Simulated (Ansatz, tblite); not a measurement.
**The cluster K₃H₃+: rung by rung**

Aim: run the doublet of the cluster K₃H₃+ at one geometry on many levels, and compare frontier levels, spin and run time.

Method: as each input shows; program: Ansatz 0.2.0, Gaussian basis.

The runs, in order: GFN1-xTB, GFN2-xTB, PBE-D4/def2-TZVP, r2SCAN-D4/def2-TZVP, ωB97X-V/def2-TZVP, B3LYP-D4/def2-TZVP, BHLYP-D4/def2-TZVP, B97M-V/def2-TZVP, ωB97M-V/def2-TZVP, PBE-QIDH/def2-TZVP, BLYP-D4/def2-TZVP, PBE-D4/def2-SVP, PBE0-D4/def2-SVP, HF/STO-3G, HF/6-31G, B3LYP-D4/6-31G, CCSD(T)/def2-TZVPP, MP2/def2-TZVP, RPA/def2-TZVP.

1 further run of the same task is left out (set aside as unsound or not needed).

## (1) The relaxed structure

The doublet was relaxed beforehand with B3LYP-D4/def2-TZVP. At that level it is the lowest of the isomers that a small search found.

6 atoms, charge 1, spin multiplicity 2.

Bond lengths: K1–K2 4.573 Å, K1–H4 2.346 Å, K2–H4 2.349 Å. Angles: K2–K1–H4 13.1°, K1–K2–H4 13.1°, K1–H4–K2 153.8°.

Geometry (Å):

```
K     2.82962   -2.82021    0.46389
K    -0.12852    0.62135   -0.10059
K    -1.85890   -3.15741    3.01837
H     1.70125   -0.85186   -0.13181
H    -1.56166    3.11718   -1.39113
H    -0.98179    3.09095   -1.85874
```

The ion is computed in the gas phase, without counter-ions or solvent.

PBE0-D4/def2-TZVP was run before; its log isn't repeated, and its numbers join the tables.

## (2) GFN1-xTB

Tight binding, by tblite at 300 K electronic temperature and without a spin-polarisation term:

```python
tblite.interface.Calculator('GFN1-xTB', numbers, positions, charge=1, uhf=1).singlepoint()
```

Energy -61.3930 eV; 0.002 s.

## (3) GFN2-xTB

Tight binding, by tblite at 300 K electronic temperature and without a spin-polarisation term:

```python
tblite.interface.Calculator('GFN2-xTB', numbers, positions, charge=1, uhf=1).singlepoint()
```

Energy -48.9684 eV; 0.002 s.

## (4) PBE-D4/def2-TZVP

start.molden holds the orbitals of an earlier run on this state, given as this run's starting guess.

in.yaml

```yaml
crystal:
  periodic: [false, false, false]
  atoms:
    - {symbol: K, position_ang: [2.829622, -2.820212, 0.463886]}
    - {symbol: K, position_ang: [-0.128517, 0.621351, -0.100589]}
    - {symbol: K, position_ang: [-1.858899, -3.157406, 3.018366]}
    - {symbol: H, position_ang: [1.701249, -0.851861, -0.131805]}
    - {symbol: H, position_ang: [-1.561655, 3.117184, -1.391127]}
    - {symbol: H, position_ang: [-0.981791, 3.090945, -1.858742]}
basis:
  gaussian: {orbitals: def2-TZVP, initial_orbitals: start.molden}
total_charge: 1
magnetization: {spin_polarized: true, initial_magnetization: 1}
hamiltonian: {xc: pbe, dispersion: d4}
scf: {omitted_lower_state_checks: [starts]}
output: {forces: true, orbitals: {seedname: orbitals}}
```

The run is started by

```console
$ ansatz run in.yaml --threads 4 --pin off --events-out ev --progress --plain --max-ram 3916MiB
```

After this run come: r2SCAN-D4/def2-TZVP; ωB97X-V/def2-TZVP; B3LYP-D4/def2-TZVP; BHLYP-D4/def2-TZVP; B97M-V/def2-TZVP; ωB97M-V/def2-TZVP; PBE-QIDH/def2-TZVP; BLYP-D4/def2-TZVP; PBE-D4/def2-SVP; PBE0-D4/def2-SVP; HF/STO-3G; HF/6-31G; B3LYP-D4/6-31G; CCSD(T)/def2-TZVPP; MP2/def2-TZVP; RPA/def2-TZVP.

Q: Predict the results of all the runs planned. Wanted: gap in def2-TZVP, named functionals, smallest and largest; correlation energy, CCSD(T)/def2-TZVPP; correlation energy, MP2/def2-TZVP; ⟨S²⟩ in def2-TZVP, named functionals, smallest and largest; PBE0 total energy, smallest basis above largest.

As calculated:

| quantity | value |
| --- | --- |
| gap in def2-TZVP, named functionals, smallest and largest | 0.25 eV (B97M-V), 4.53 eV (ωB97X-V) |
| correlation energy, CCSD(T)/def2-TZVPP | -15.90 eV |
| correlation energy, MP2/def2-TZVP | -14.10 eV |
| ⟨S²⟩ in def2-TZVP, named functionals, smallest and largest | 0.750, 0.751 |
| PBE0 total energy, smallest basis above largest | 6.45 eV (def2-SVP, def2-TZVP) |

In words: Orbital gaps of the named functionals in def2-TZVP span 0.25 eV (B97M-V) to 4.53 eV (ωB97X-V); exact exchange widens it.
